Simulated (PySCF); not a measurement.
# H2NO2Ta: changing the method

Starting from one script, swap the method and compare what comes out for H2NO2Ta.

The runs use PySCF 2.14.0; method and basis as typed in the scripts.

6 further runs of the same task are left out: 6 that didn't finish. Runs told in other sessions of the task aren't counted.

## 1. Where the work starts

H2NO2Ta: 6 atoms, charge 0, spin multiplicity 1.

Bond lengths: Ta1–N2 1.708 Å, Ta1–O3 1.933 Å, Ta1–O4 1.951 Å, Ta1–H6 2.566 Å, O3–H5 0.966 Å, O4–H6 0.969 Å. Angles: N2–Ta1–O3 105.6°, N2–Ta1–O4 103.0°, N2–Ta1–H6 121.2°, O3–Ta1–O4 110.1°, O3–Ta1–H6 97.0°, O4–Ta1–H6 19.3°, Ta1–O3–H5 123.3°, Ta1–O4–H6 119.1°, Ta1–H6–O4 41.6°.

As a file:

```mol
H2NO2Ta
  3D, bonds by distance, orders not assigned

  6  6  0  0  0  0  0  0  0  0999 V2000
    0.0248   -0.0135   -0.1528 Ta  0  0
    1.6206    0.0448    0.4539 N   0  0
   -0.8218    1.6153    0.4514 O   0  0
   -0.7421   -1.5498    0.7726 O   0  0
   -0.3936    2.2491    1.0420 H   0  0
   -1.7057   -1.6416    0.8164 H   0  0
  1  2  8  0
  1  3  8  0
  1  4  8  0
  1  6  8  0
  3  5  8  0
  4  6  8  0
M  END
```

## 2. The run that the others are compared with

input.py reads:

```python
from pyscf import gto, dft

mol = gto.M(
    atom='Ta 0.0248 -0.0135 -0.1528; N 1.6206 0.0448 0.4539; O -0.8218 1.6153 0.4514; O -0.7421 -1.5498 0.7726; H -0.3936 2.2491 1.042; H -1.7057 -1.6416 0.8164',
    basis='lanl2dz',
    ecp={'Ta': 'lanl2dz'},
    charge=0,
    spin=0,
    verbose=3,
)
mf = dft.RKS(mol, xc='m06')
mf.level_shift = 0.3
mf.kernel()
mf.dip_moment()
print('orbital energies (hartree):', mf.mo_energy[..., max(0, mol.nelec[1]-3):mol.nelec[0]+3].round(4))
```

On the command line:

```console
OMP_NUM_THREADS=1 python input.py
```

## 3. Frequency run (RHF)

Variant 1 changes step after the SCF: none → frequency; SCF type: RKS → RHF; functional: m06 → none (Hartree–Fock).

input.py: that of step 2 with these lines changed.

```diff
@@ -1,2 +1,3 @@
-from pyscf import gto, dft
+from pyscf import gto, scf
+from pyscf.hessian import thermo
 
@@ -10,5 +11,7 @@
 )
-mf = dft.RKS(mol, xc='m06')
+mf = scf.RHF(mol)
 mf.level_shift = 0.3
 mf.kernel()
+hess = mf.Hessian().kernel()
+print('wavenumber (cm^-1) =', thermo.harmonic_analysis(mol, hess)['freq_wavenumber'].round(1))
 mf.dip_moment()
```

## 4. Mn15

Variant 2 changes functional: m06 → mn15.

input.py: that of step 2 with these lines changed.

```diff
@@ -10,3 +10,3 @@
 )
-mf = dft.RKS(mol, xc='m06')
+mf = dft.RKS(mol, xc='mn15')
 mf.level_shift = 0.3
```

**Question.** What will these runs give? Wanted: for each run, E(SCF); from base; SCF dipole; after the SCF.

The runs gave:

```
                run  E(SCF) (hartree)  from base (eV)  SCF dipole (D)           after the SCF
               base       -264.092789               0            5.55                     n/a
frequency run (RHF)       -262.532115  not comparable            6.63  highest mode 3910 cm⁻¹
               mn15       -263.909684  not comparable            5.65                     n/a
```

In words: A lower total energy from another functional means nothing by itself.
